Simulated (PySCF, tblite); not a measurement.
# C₂H₉BSi₂ (triplet), a small gas-phase stand-in for a defect centre: EPR parameters

What EPR parameters should one expect for `[SiH3]B[C]C[SiH3]`? It is drawn as: twofold C.

Computed with tblite 0.8.0 and PySCF 2.14.0; each step states its level. No surroundings beyond the atoms listed, unless a continuum is named. Atoms count from 0, parts from 1.

## 1. The system as given

14 atoms, charge 0, multiplicity 3; geometry: distance geometry start.

## 2. Relaxing the cluster with GFN2-xTB

Job settings and geometry (Å):

```
{"job": {"kind": "relax", "xc": "GFN2-xTB", "basis": "xTB"}, "charge": 0, "multiplicity": 3}
C      0.078041     0.688429     0.199183
C     -0.391512    -0.702865     0.242601
Si    -1.492753    -0.909940     1.712766
B      0.752649     2.097365    -0.054504
Si     2.031861     2.154928    -1.543501
H     -0.901668    -0.916368    -0.602325
H      0.438515    -1.345335     0.348917
H     -2.234735     0.283580     1.935307
H     -0.716356    -1.209680     2.835190
H     -2.382726    -1.987142     1.453285
H      1.028913     2.679976     0.878231
H      1.394300     2.807761    -2.656600
H      2.397685     0.854481    -1.903047
H      3.168359     2.885472    -1.114269
```

Method: GFN2-xTB geometry optimisation, gas phase.

Started as:

```bash
$ OMP_NUM_THREADS=1 python cluster_run.py task.json out
```

This one command runs all jobs of the session in turn.

**Question.** The jobs that follow are: PBE0-D3(BJ)/def2-SVP geometry optimisation, gas phase; UKS B3LYP, IGLO-III on B C Si, pcH-1 on H, non-relativistic, mean-field spin-orbit, GIAO; UKS BHandHLYP, IGLO-III on B C Si, pcH-1 on H, non-relativistic, mean-field spin-orbit, GIAO. Predict: point group; rotational constants (main isotopes); D, E (B3LYP); g(iso) (B3LYP); ⟨S²⟩; largest a(iso).

The runs gave:

| quantity | value |
| --- | --- |
| point group | C1 |
| rotational constants (main isotopes) | 5.12, 1.38, 1.21 GHz |
| D, E (B3LYP) | 0.416, 0.013 cm⁻¹ |
| g(iso) (B3LYP) | 2.00239 |
| ⟨S²⟩ | 2.007 (exact 2.00) |
| largest a(iso) | 13C on C0, 102.9 MHz |

In words: The start of the PBE0/def2-SVP relaxation was shaken at random by about 0.01 Å, so part of the energy gained, and of the first lengths quoted, undoes that. Over 10 steps the energy fell by 0.157 eV; of the close pairs, B3–H10 changed most, 1.164 to 1.212 Å (PBE0/def2-SVP). Most of the unpaired spin sits on C0 (1.46 e). The isotropic g lies 0.1 ppt above the free-electron value. The coupling of 13C on C0 runs from 102.9 (B3LYP/IGLO-III+pcH-1) to 125.0 MHz (BHandHLYP/IGLO-III+pcH-1). The triplet was assumed; the singlet may lie lower. A capped cluster stands for the solid here, so long-range fields and strain are missing, and bands or shifts of the capping hydrogens have no counterpart in it.
